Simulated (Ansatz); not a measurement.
# CH₃NOSSi: how energies converge with the basis set

Aim: see how fast density functionals converge with the basis set for CH₃NOSSi.

The runs use Ansatz 0.2.0, Gaussian basis; one geometry, several basis sets.

Levels to be run: PBE0-D4/def2-SVP; ωB97M-V/def2-SVP; PBE0-D4/def2-QZVPP; ωB97M-V/def2-QZVPP; the functionals' def2-TZVPP values are taken from earlier runs.

## (1) Structure used throughout

The geometry comes from an earlier relaxation with PBE0-D4 in a triple-zeta def2 set; it is a stationary point, not always the lowest conformer.

SMILES `OC1=N[SiH2]S1`, 8 atoms, charge 0, spin multiplicity 1.

Atoms are counted from 1 here; the program's logs count them from 0.

Bond lengths: O1–C2 1.324 Å, O1–H6 0.969 Å, C2–N3 1.281 Å, C2–S5 1.785 Å, N3–Si4 1.744 Å, Si4–S5 2.170 Å, Si4–H7 1.480 Å, Si4–H8 1.480 Å. Angles: C2–O1–H6 106.5°, O1–C2–N3 126.0°, O1–C2–S5 117.2°, N3–C2–S5 116.8°, C2–N3–Si4 92.6°, N3–Si4–S5 83.4°, N3–Si4–H7 115.7°, N3–Si4–H8 115.7°, S5–Si4–H7 114.3°, S5–Si4–H8 114.3°, H7–Si4–H8 110.9°, C2–S5–Si4 67.1°.

Coordinates:

```tsv
atom	x (Å)	y (Å)	z (Å)
O1	0.38838	2.03938	0.68785
C2	0.16162	0.82474	0.21147
N3	0.01711	-0.24131	0.90675
Si4	-0.21795	-1.22930	-0.51161
S5	0.04576	0.65198	-1.56115
H6	0.42161	1.95550	1.65274
H7	0.83916	-2.23033	-0.77974
H8	-1.56358	-1.82776	-0.66192
```

## (2) PBE0-D4 in def2-SVP

The input, in.yaml:

```yaml
crystal:
  periodic: [false, false, false]
  atoms:
    - {symbol: O, position_ang: [0.388378, 2.039385, 0.687855]}
    - {symbol: C, position_ang: [0.161616, 0.824736, 0.211475]}
    - {symbol: N, position_ang: [0.017114, -0.241313, 0.906749]}
    - {symbol: Si, position_ang: [-0.217953, -1.229295, -0.511606]}
    - {symbol: S, position_ang: [0.045759, 0.651982, -1.561148]}
    - {symbol: H, position_ang: [0.421606, 1.955501, 1.652744]}
    - {symbol: H, position_ang: [0.839159, -2.230334, -0.779744]}
    - {symbol: H, position_ang: [-1.563578, -1.827761, -0.661925]}
basis:
  gaussian: {orbitals: def2-SVP}
hamiltonian: {xc: pbe0, dispersion: d4}
output: {orbitals: {seedname: orbitals}}
```

Launch:

```
> ansatz run in.yaml --threads 2 --pin off --events-out ev --progress --plain --max-ram 4352MiB
```

Further steps of the session: ωB97M-V in def2-SVP; PBE0-D4 in def2-QZVPP; ωB97M-V in def2-QZVPP.

Before running them: what should the planned runs give, taken together? Wanted: PBE0-D4: double and triple zeta above quadruple; ωB97M-V: double and triple zeta above quadruple.

As calculated:

```
                                       quantity           value
PBE0-D4: double and triple zeta above quadruple  12.94, 0.85 eV
ωB97M-V: double and triple zeta above quadruple  12.99, 0.79 eV
```

**Reading.** For PBE0-D4 the step from double to triple zeta gains 12.09 eV and the next only 0.85 eV. Total energies overstate the basis error of differences, where much of it tends to cancel. The LUMO of ωB97M-V is positive and keeps falling with the basis (1.85 to 1.07 eV): an unbound level that the basis holds in place.
